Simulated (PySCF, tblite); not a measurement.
# C₅H₅FO: geometry, infrared bands, NMR shifts and spin-spin couplings

Wanted: the infrared bands, NMR shifts and spin-spin couplings of C₅H₅FO (`C=C(C)C(F)=C=O`), by calculation.

Programs: tblite 0.8.0 and PySCF 2.14.0, with density-fitted response routines of our own. Each step states its level of theory. These are calculated values for one molecule in the gas phase, unless marked as measured. Atoms count from 0, in the outputs and in this text.

## Step 1: Starting geometry

12 atoms, charge 0, multiplicity 1; geometry from: force field or distance geometry start.

Bonds of the start (Å): C0–C1 1.34, C1–C2 1.49, C1–C3 1.46, C3–F4 1.37, C3–C5 1.29, C5–O6 1.18, C0–H7 1.09, C0–H8 1.09, C2–H9 1.10, C2–H10 1.11, C2–H11 1.09.

## Step 2: Optimising the geometry with GFN2-xTB

The job: settings as JSON, then the geometry in Å.

```
{"job": {"kind": "relax", "xc": "GFN2-xTB", "basis": "xTB"}, "charge": 0, "multiplicity": 1}
C     -1.153200    -1.276700     0.052000
C     -0.267400    -0.270700    -0.003000
C     -0.638400     1.080200    -0.514800
C      1.105300    -0.470500     0.453300
F      1.427600    -1.708800     0.936600
C      2.021600     0.441100     0.443200
O      2.849200     1.287200     0.421500
H     -2.178900    -1.129600    -0.279300
H     -0.902200    -2.265300     0.428500
H     -0.517200     1.849500     0.256900
H     -1.700500     1.116400    -0.831900
H     -0.044700     1.346500    -1.389000
```

The run is started by

```sh
OMP_NUM_THREADS=1 python probes_run.py task.json out
```

This one command runs all jobs of the session in turn.

**Question.** This job is followed by: GFN2-xTB harmonic vibrations, gas phase; GIAO PBE0/pcSseg-1 NMR shielding, non-relativistic, gas phase; B3LYP/pcJ-1 indirect spin-spin coupling, non-relativistic, gas phase. Predict these results of the whole session: strongest single infrared mode (GFN2-xTB); zero-point energy (GFN2-xTB); ¹³C shifts against TMS (PBE0/pcSseg-1); ¹H shifts against TMS (PBE0/pcSseg-1, means over atoms taken as alike); ¹⁹F shifts against CFCl3 (PBE0/pcSseg-1); ¹⁷O shifts against H2O (PBE0/pcSseg-1); largest coupling of the table (B3LYP/pcJ-1).

The runs gave:

| quantity | value |
| --- | --- |
| strongest single infrared mode (GFN2-xTB) | 2249 cm⁻¹, 1114 km/mol |
| zero-point energy (GFN2-xTB) | 53.1 kcal/mol |
| ¹³C shifts against TMS (PBE0/pcSseg-1) | 264.5, 135.8, 130.7, 114.8, 19.2 ppm |
| ¹H shifts against TMS (PBE0/pcSseg-1, means over atoms taken as alike) | 5.47, 5.14, 1.73 ppm |
| ¹⁹F shifts against CFCl3 (PBE0/pcSseg-1) | -308.5 ppm |
| ¹⁷O shifts against H2O (PBE0/pcSseg-1) | 612.0 ppm |
| largest coupling of the table (B3LYP/pcJ-1) | ¹J(C,F) C3–F4, -258.2 Hz |

**Reading.** Over 30 steps the energy fell by 0.070 eV; of the close pairs, C2–H10 changed most, 1.109 to 1.086 Å. All 30 modes are real, so the xTB geometry is a minimum. The strongest single mode, at 2249 cm⁻¹, moves mainly C5. GFN2-xTB is a fitted tight-binding method: band positions and strengths are rough. Its intensities can rank the bands wrongly. At PBE0/pcSseg-1: The largest span, 936 ppm, is at O6, where the paramagnetic term is -677 ppm. Of the pairs tabulated at B3LYP/pcJ-1, C3–F4 couples most strongly (-258.2 Hz; Fermi contact -323.1 Hz). Couplings across rotatable bonds belong to this one conformer; where others are populated, the observed values are averages.
